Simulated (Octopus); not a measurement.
# TaCo (Pm-3m) in Octopus: reference runs

Aim: a first look at TaCo with PBEsol, on the cell as given.

Everything below comes from runs of Octopus 16.4. Logs are shortened: lines on timing, memory, paths and dates and some standing lists are left out, and cuts for length are marked.

### Step 1. The structure

Symmetry: Pm-3m, No. 221, cubic system. Conventional cell: a = 3.068 Å, b = 3.068 Å, c = 3.068 Å, α = 90.00°, β = 90.00°, γ = 90.00°. Around Ta (site symmetry m-3m) lie 8 Co at 2.66 Å. Co (site symmetry m-3m) is surrounded by 8 Ta at 2.66 Å.

The cell comes from a database or a generator and needn't be the stable form of this composition.

### Step 2. Single point, PBEsol, collinear spin, ferromagnetic start

File inp:

```
CalculationMode = gs
UnitsOutput = eV_Angstrom
PeriodicDimensions = 3
ExperimentalFeatures = yes
PseudopotentialSet = pseudodojo_pbesol
%LatticeParameters
 1*angstrom | 1*angstrom | 1*angstrom
%
%LatticeVectors
 3.068399 | 0 | 0
 0 | 3.068399 | 0
 0 | 0 | 3.068399
%
%ReducedCoordinates
 "Ta" | 0 | 0 | 0
 "Co" | 0.5 | 0.5 | 0.5
%
%Spacing
 0.10958568*angstrom | 0.10958568*angstrom | 0.10958568*angstrom
%
DerivativesOrder = 8
%KPointsGrid
 9 | 9 | 9
%
KPointsUseSymmetries = yes
XCFunctional = gga_x_pbe_sol + gga_c_pbe_sol
SpinComponents = polarized
KPointsUseTimeReversal = no
GuessMagnetDensity = user_defined
%AtomsMagnetDirection
 0.0
 2.0
%
SmearingFunction = fermi_dirac
Smearing = 0.05*eV
ExtraStates = 12
Eigensolver = chebyshev_filter
ConvRelDens = 3e-7
MaximumIter = 120
```

Potentials or basis: pseudodojo_pbesol (PseudoDojo 0.4, PBEsol).

Run with:

```bash
OMP_NUM_THREADS=1 octopus > out.log
```

out.log:

```text
Running octopus

Version                : 16.4
Optional libraries     :

************************** Calculation Mode **************************
Input: [CalculationMode = gs]
**********************************************************************

Input: [SpinComponents = polarized]

******************************* Space ********************************
Octopus will run in 3 dimension(s).
Octopus will treat the system as periodic in 3 dimension(s).
**********************************************************************

Input: [AllElectronType = no]
Input: [PseudopotentialSet = pseudodojo_pbesol]
Reading Coordinates from ReducedCoordinates block

****************************** Species *******************************
  Species 'Ta'
    type             : pseudopotential
    file             : 'Ta.upf'
    file format      : UPF2
    valence charge   : 13.0
    atomic number    :  73
    form on file     : kleinman-bylander
    lmax             : 3
    llocal           : -1
    projectors per l : 2
    total projectors : 8
    application form : kleinman-bylander
    orbitals         : 10
    bound orbitals   : 10

  Species 'Co'
    type             : pseudopotential
    file             : 'Co.upf'
    file format      : UPF2
    valence charge   : 17.0
    atomic number    :  27
    form on file     : kleinman-bylander
    lmax             : 2
    llocal           : -1
    projectors per l : 2
    total projectors : 6
    application form : kleinman-bylander
    orbitals         : 10
    bound orbitals   : 10

**********************************************************************

***************************** Symmetries *****************************
Space group No.  221
International: Pm-3m
Schoenflies: Oh^1
Info: The system has    48 symmorphic symmetries that can be used.
  Index                Rotation matrix                      Fractional translations
    1 :     1   0   0     0   1   0     0   0   1      0.000000    0.000000    0.000000
    2 :    -1   0   0     0  -1   0     0   0  -1      0.000000    0.000000    0.000000
    3 :     0   1   0    -1   0   0     0   0   1      0.000000    0.000000    0.000000
    4 :     0  -1   0     1   0   0     0   0  -1      0.000000    0.000000    0.000000
    5 :    -1   0   0     0  -1   0     0   0   1      0.000000    0.000000    0.000000
    6 :     1   0   0     0   1   0     0   0  -1      0.000000    0.000000    0.000000
[... 40 lines left out ...]
   47 :     1   0   0     0   0   1     0  -1   0      0.000000    0.000000    0.000000
   48 :    -1   0   0     0   0  -1     0   1   0      0.000000    0.000000    0.000000
Info: The system also has     0 nonsymmorphic symmetries (not used for electrons).
**********************************************************************

Input: [CurvMethod = curv_affine]
Input: [DerivativesStencil = stencil_star]

****************************** Lattice *******************************
  Lattice Vectors [A]
    3.068399    0.000000    0.000000
    0.000000    3.068399    0.000000
    0.000000    0.000000    3.068399
  Cell volume =            28.8892 [A^3]
  Reciprocal-Lattice Vectors [A^-1]
    2.047708    0.000000    0.000000
    0.000000    2.047708    0.000000
    0.000000    0.000000    2.047708
  Cell angles [degree]
    alpha =   90.000
    beta  =   90.000
    gamma =   90.000
**********************************************************************

Checking if the generated full k-point grid is symmetric

    35 k-points generated from parameters :
 ---------------------------------------------------
    n =    9    9    9

    s1  =  0.50  0.50  0.50

   index |      weight  |             coordinates              |
       1 |     0.001372 |    0.000000    0.000000    0.000000  |
       2 |     0.008230 |    0.111111    0.000000    0.000000  |
       3 |     0.016461 |    0.111111    0.111111    0.000000  |
       4 |     0.010974 |    0.111111    0.111111    0.111111  |
       5 |     0.008230 |    0.222222    0.000000    0.000000  |
       6 |     0.032922 |    0.222222    0.111111    0.000000  |
[... 27 lines left out ...]
      34 |     0.032922 |    0.444444    0.444444    0.333333  |
      35 |     0.010974 |    0.444444    0.444444    0.444444  |

Input: [SmearingFunction = fermi_dirac]
Input: [SymmetrizeDensity = yes]

******************************* States *******************************
Total electronic charge  =       30.000
Number of states         =       27
States block-size        =        4
**********************************************************************
[... 5 lines left out ...]
Simulation Box:
  Type = parallelepiped
  Lengths [A] = (   3.068,   3.068,   3.068)
Main mesh:
  Spacing [A] = ( 0.110, 0.110, 0.110)    volume/point [A^3] =      0.00132
  # inner mesh =      21952
  # total mesh =      60992
  Grid Cutoff [eV] =  3131.230497    Grid Cutoff [Ry] =   230.141217
[... 87 lines left out ...]

** Warning:
**   Symmetrization discrepancy ratio (scalar) =  4.57306E-05

Total Magnetic Moment:
 mz =   1.999462
Local Magnetic Moments (sphere radius [A] =   1.329):
 Ion                    mz
   1        Ta       0.004488
   2        Co       1.972766
Info: Setting up Hamiltonian.
Info: Performing initial LCAO calculation with     20 orbitals.
Info: Getting Hamiltonian matrix elements.

Eigenvalues [eV]
 #st  Spin   Eigenvalue      Occupation
#k =       1, k = (  0.000000,  0.000000,  0.000000)
   1   up   -87.641514       1.000000
   1   dn   -85.936950       1.000000
   2   up   -57.225429       1.000000
   2   dn   -57.226679       1.000000
   3   up   -51.149181       1.000000
   3   dn   -49.311764       1.000000
[... 32 lines left out ...]
  20   up    26.378338       0.000000
  20   dn    26.896301       0.000000
#k =       2, k = (  0.111111,  0.000000,  0.000000)
   1   up   -87.589947       1.000000
   1   dn   -85.885147       1.000000
   2   up   -57.207378       1.000000
   2   dn   -57.208578       1.000000
   3   up   -51.143993       1.000000
   3   dn   -49.306255       1.000000
[... 32 lines left out ...]
  20   up    26.642885       0.000000
  20   dn    27.159900       0.000000
[... 33 further k-points ...]
Fermi energy =    17.216804 eV
Generating random wavefunctions for states       21 and above
Orthogonalizing wavefunctions.
Info: Ground-state restart information will be written to 'restart/gs'.
Info: SCF using complex wavefunctions.
Info: Starting SCF iteration.

*********************** SCF CYCLE ITER #    1 ************************
 etot  = -6.07515503E+03 abs_ev   =  9.05E+01 rel_ev   =  1.39E-01
 ediff =        2.23E+02 abs_dens =  2.57E+00 rel_dens =  8.55E-02
Matrix vector products: 1750
Converged eigenvectors: 0

#  State  KPoint  Spin  Eigenvalue [eV]  Occupation    Error
      1       1    up      -87.644306    1.000000   ( 1.6E-07)
      1       2    up      -87.644192    1.000000   ( 1.3E-05)
      1       3    up      -87.644079    1.000000   ( 5.1E-06)
      1       4    up      -87.643965    1.000000   ( 1.4E-05)
      1       5    up      -87.643904    1.000000   ( 1.1E-05)
      1       6    up      -87.643791    1.000000   ( 7.7E-06)
      1       7    up      -87.643679    1.000000   ( 1.0E-05)
      1       9    up      -87.643575    1.000000   ( 1.7E-05)
[... 23 lines left out ...]
     27      17    up       35.509745    0.000000   ( 2.5E-01)
     27      33    dn       36.052912    0.000000   ( 2.6E-01)
     27      34    dn       36.115448    0.000000   ( 2.6E-01)
     27      28    dn       36.245686    0.000000   ( 2.9E-01)
     27      34    up       36.804312    0.000000   ( 2.4E-01)
     27      35    dn       36.891076    0.000000   ( 1.9E-01)
     27      35    up       37.438657    0.000000   ( 2.6E-01)
     27       1    dn       38.948190    0.000000   ( 2.7E-01)

Density of states:

-----------------------------------%----------------------------------
-----------------------------------%---------------%------------------
-----------------------------------%---------------%------------------
-----------------------------------%---------------%------------------
-----------------------------------%--------------%%%%----------------
--------------------%%-------------%--------------%%%%----------------
--------------------%%-------------%--------------%%%%%%--------------
-----------------%--%%-------------%--------------%%%%%%--%%%%%-------
%%---------------%--%%-------------%--------------%%%%%%%%%%%%%%%%%---
%%---------------%--%%-------------%-------------%%%%%%%%%%%%%%%%%%%--
                                                     ^

Fermi energy =     8.901696 eV
Total Magnetic Moment:
 mz =   0.673902
Local Magnetic Moments (sphere radius [A] =   1.329):
 Ion                    mz
   1        Ta      -0.009248
   2        Co       0.712398
[... 335 lines left out ...]
Fermi energy =     8.868188 eV
Total Magnetic Moment:
 mz =   0.033155
Local Magnetic Moments (sphere radius [A] =   1.329):
 Ion                    mz
   1        Ta       0.004089
   2        Co       0.028544

**********************************************************************

Info: restarting mixing.

*********************** SCF CYCLE ITER #   21 ************************
 etot  = -5.92990945E+03 abs_ev   =  1.03E-02 rel_ev   =  1.58E-05
 ediff =        5.62E-03 abs_dens =  1.51E-02 rel_dens =  5.04E-04
Matrix vector products: 1750
Converged eigenvectors: 0
[... 345 lines left out ...]
Fermi energy =     8.869058 eV
Total Magnetic Moment:
 mz =  -0.000088
Local Magnetic Moments (sphere radius [A] =   1.329):
 Ion                    mz
   1        Ta      -0.000011
   2        Co      -0.000076

**********************************************************************

Info: restarting mixing.

*********************** SCF CYCLE ITER #   41 ************************
 etot  = -5.92975279E+03 abs_ev   =  2.46E-06 rel_ev   =  3.77E-09
 ediff =        6.27E-07 abs_dens =  8.15E-05 rel_dens =  2.72E-06
Matrix vector products: 1750
Converged eigenvectors: 0
[... 31 lines left out ...]
*********************** SCF CYCLE ITER #   43 ************************
 etot  = -5.92975281E+03 abs_ev   =  5.43E-06 rel_ev   =  8.31E-09
 ediff =        2.39E-06 abs_dens =  7.64E-07 rel_dens =  2.55E-08
Matrix vector products: 1750
Converged eigenvectors: 570

#  State  KPoint  Spin  Eigenvalue [eV]  Occupation    Error
      1       1    dn      -85.851715    1.000000   ( 6.4E-09)
      1       1    up      -85.851708    1.000000   ( 8.2E-09)
      1       2    dn      -85.851596    1.000000   ( 6.5E-09)
      1       2    up      -85.851588    1.000000   ( 8.5E-09)
      1       3    dn      -85.851477    1.000000   ( 6.4E-09)
      1       3    up      -85.851469    1.000000   ( 8.3E-09)
      1       4    dn      -85.851358    1.000000   ( 6.3E-09)
      1       4    up      -85.851351    1.000000   ( 7.8E-09)
[... 23 lines left out ...]
     27      32    dn       32.139007    0.000000   ( 1.1E-02)
     27      32    up       32.250129    0.000000   ( 1.4E-02)
     27      33    dn       32.773773    0.000000   ( 2.6E-03)
     27      33    up       32.807650    0.000000   ( 3.6E-03)
     27      34    dn       33.661615    0.000000   ( 3.8E-03)
     27      34    up       33.666800    0.000000   ( 1.1E-02)
     27      35    up       35.573634    0.000000   ( 3.3E-03)
     27      35    dn       35.586668    0.000000   ( 3.7E-03)

Density of states:

---------------------%------------%-----------------------------------
---------------------%------------%------------------%----------------
---------------------%------------%-----------------%%%---------------
---------------------%------------%-----------------%%%---------------
---------------------%------------%-----------------%%%---------------
---------------------%------------%-----------------%%%---------------
---------------------%------------%-----------------%%%-%-----%--%----
%--------------%-----%------------%----------------%%%%%%--%-%%%-%----
%--------------%-----%------------%----------------%%%%%%%%%%%%%%%%---
%--------------%-----%------------%---------------%%%%%%%%%%%%%%%%%---
                                                      ^

Fermi energy =     8.869057 eV
Total Magnetic Moment:
 mz =  -0.000010
Local Magnetic Moments (sphere radius [A] =   1.329):
 Ion                    mz
   1        Ta      -0.000001
   2        Co      -0.000008

**********************************************************************

Info: SCF converged in   43 iterations

** Warning:
**   Some of the states are not fully converged!

Info: Number of matrix-vector products:      75250
Info: Finished writing information to 'restart/gs'.

Octopus emitted 91 warnings.
```

It took 15 min on 1 thread of AMD EPYC 9R45 (Zen 5), shared host; peak memory 2 GiB.

Results:

- Free energy: -5929.7799 eV
- Band gap on the k mesh: none (metal or under the smearing width)
- Net moment: 0.00 μB per cell

Caveat: the starting moments collapsed, and a magnetic state may lie lower. The run has no spin-orbit coupling, so splittings on Ta are missing.
